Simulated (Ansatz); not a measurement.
**C₃H₄OSi: basis-set convergence**

One table from this session's results is given with a row withheld; the runs are named, their logs left out.

Method: one geometry, several basis sets; program: Ansatz 0.2.0, Gaussian basis.

Levels to be run: PBE0-D4/def2-SVP; ωB97M-V/def2-SVP; PBE0-D4/def2-QZVPP; ωB97M-V/def2-QZVPP; the functionals' def2-TZVPP values are taken from earlier runs.

### Structure used throughout

All runs share one geometry, relaxed beforehand with PBE0-D4 in a triple-zeta def2 set.

SMILES `O=C=C=C[SiH3]`, 9 atoms, charge 0, spin multiplicity 1.

Atoms are counted from 1 here; the program's logs count them from 0.

Bond lengths: O1–C2 1.165 Å, C2–C3 1.292 Å, C3–C4 1.323 Å, C4–Si5 1.879 Å, C4–H6 1.093 Å, Si5–H7 1.487 Å, Si5–H8 1.482 Å, Si5–H9 1.487 Å. Angles: O1–C2–C3 170.3°, C2–C3–C4 151.4°, C3–C4–Si5 123.7°, C3–C4–H6 118.2°, Si5–C4–H6 118.0°, C4–Si5–H7 109.2°, C4–Si5–H8 108.9°, C4–Si5–H9 109.1°, H7–Si5–H8 110.7°, H7–Si5–H9 108.2°, H8–Si5–H9 110.7°.

Set-up of the first run:

The input, in.yaml:

```yaml
crystal:
  periodic: [false, false, false]
  atoms:
    - {symbol: O, position_ang: [2.002505, -2.650211, -0.571368]}
    - {symbol: C, position_ang: [1.611517, -1.562477, -0.426829]}
    - {symbol: C, position_ang: [1.384770, -0.296492, -0.305811]}
    - {symbol: C, position_ang: [0.570953, 0.720775, -0.077166]}
    - {symbol: Si, position_ang: [-1.261188, 0.528667, 0.293844]}
    - {symbol: H, position_ang: [0.986474, 1.731734, -0.104060]}
    - {symbol: H, position_ang: [-2.046408, 1.280927, -0.720981]}
    - {symbol: H, position_ang: [-1.609089, -0.911315, 0.264229]}
    - {symbol: H, position_ang: [-1.551133, 1.111992, 1.631044]}
basis:
  gaussian: {orbitals: def2-SVP}
hamiltonian: {xc: pbe0, dispersion: d4}
output: {orbitals: {seedname: orbitals}}
```

On the command line:

```bash
$ ansatz run in.yaml --threads 2 --pin off --events-out ev --progress --plain --max-ram 4352MiB
```

Steps of the session up to this table: PBE0-D4 in def2-SVP; ωB97M-V in def2-SVP; PBE0-D4 in def2-QZVPP; ωB97M-V in def2-QZVPP.

One of the session's tables, all rows but one given; the rest of the session is left out.

It belongs to the step «Functionals by basis». 

```
functional       basis  HOMO (eV)  LUMO (eV)
   PBE0-D4    def2-SVP          ?          ?
   PBE0-D4  def2-TZVPP      -6.63      -2.96
   PBE0-D4  def2-QZVPP      -6.65      -2.98
   ωB97M-V    def2-SVP      -8.68      -0.68
   ωB97M-V  def2-TZVPP      -8.78      -0.81
   ωB97M-V  def2-QZVPP      -8.80      -0.84
```

Q: Estimate the row for PBE0-D4, def2-SVP from the others.

The run gave: HOMO (eV): -6.55; LUMO (eV): -2.88. In the column «HOMO (eV)» it is the highest.
